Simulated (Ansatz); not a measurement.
# BClH4N2: the cost of one run

Program: Ansatz 0.2.0, driven from Python. Level of theory: PBE0+D4/cc-pVDZ. These are calculated values, not measurements.

## (1) The structure

Bond lengths: N1–B2 1.473 Å, B2–N3 1.493 Å, B2–Cl4 1.806 Å, N1–H5 1.077 Å, N1–H6 1.030 Å, N3–H7 1.026 Å, N3–H8 1.087 Å. Angles: N1–B2–N3 118.9°, N1–B2–Cl4 122.3°, N3–B2–Cl4 118.8°, B2–N1–H5 108.6°, B2–N1–H6 113.8°, H5–N1–H6 106.8°, B2–N3–H7 110.9°, B2–N3–H8 108.6°, H7–N3–H8 107.2°.

The script holds or builds the structure itself.

## (2) Script

freq.py reads:

```python
"""Harmonic frequencies of BClH4N2 at its relaxed geometry."""

import ansatz
import numpy as np

geometry_ang = [
    ("N", (-0.5903, 1.2866, 0.0213)),
    ("B", (-0.3069, -0.1389, -0.2177)),
    ("N", (0.6883, -0.8323, 0.6529)),
    ("Cl", (-1.0815, -1.0632, -1.5617)),
    ("H", (-0.3534, 1.8377, -0.8726)),
    ("H", (-0.0321, 1.6987, 0.7826)),
    ("H", (0.2678, -1.6487, 1.1102)),
    ("H", (1.5002, -1.1971, 0.0292)),
]
system = ansatz.Crystal.molecule()
for symbol, xyz in geometry_ang:
    system = system.atom(symbol, xyz)

setup = (
    system.calculation()
    .basis(gaussian="cc-pVDZ")
    .functional("PBE0", dispersion="d4")
)
symbols = [site.symbol for site in system.cartesian_sites]
start = np.array([site.position_ang for site in system.cartesian_sites], dtype=float)
def progress(event):
    if event["event"] == "relax_step":
        row = event["data"]
        print(f"step {row['step']:3d}  E = {row['lagrangian_ev']:.6f} eV  max force {row['allowed_force_max_ev_ang']:.4f} eV/A")


data = setup.relax(force_tolerance=0.003, max_steps=100).session().plan().execute(on_event=progress).report
end = np.array(data["positions_ang"])

print("bond        before    after (A)")
for i, j in [(0, 1), (0, 4), (0, 5), (1, 2), (1, 3), (2, 6), (2, 7)]:
    d0, d1 = (np.linalg.norm(xyz[i] - xyz[j]) for xyz in (start, end))
    print(f"{symbols[i]}{i}-{symbols[j]}{j}".ljust(10), f"{d0:8.4f} {d1:8.4f}")

# frequencies need a stationary point, so they are taken at the relaxed geometry
minimum = ansatz.Crystal.molecule()
for symbol, xyz in zip(symbols, end):
    minimum = minimum.atom(symbol, xyz.tolist())
vibrating = minimum.calculation()
vibrating = vibrating.basis(gaussian="cc-pVDZ")
vibrating = vibrating.functional("PBE0", dispersion="d4")
vibrating = vibrating.phonons(temperatures=(100, 500, 100))
vib = vibrating.run(threads=1).report["vibrations"]
sums = vib["harmonic_sums"]
modes = [m["omega_inv_cm"] for m in sums["modes_at_gamma"] if m["rigid_motion"] == "no"]
print("frequencies (1/cm):", " ".join(f"{w:.0f}" for w in modes))
print("imaginary modes:", sum(w < 0 for w in modes), " zero-point energy:", round(sums["zero_point_energy_ev"], 4), "eV")
print("T (K)   F_vib (eV)   S_vib (meV/K)   C_vib (meV/K)")
for row in zip(sums["temperatures_k"], sums["vibrational_free_energy_ev"], vib["entropy_ev_per_k"], vib["heat_capacity_ev_per_k"]):
    print(f"{row[0]:6.1f} {row[1]:11.4f} {1000 * row[2]:13.4f} {1000 * row[3]:15.4f}")
```

## (3) Running it

On the command line:

```sh
$ python freq.py
```

**Question.** How long does this script take on 1 thread of Arm Neoverse V2, shared host, and how much memory does it need?

About 2 min, with a peak of 0.23 GiB.
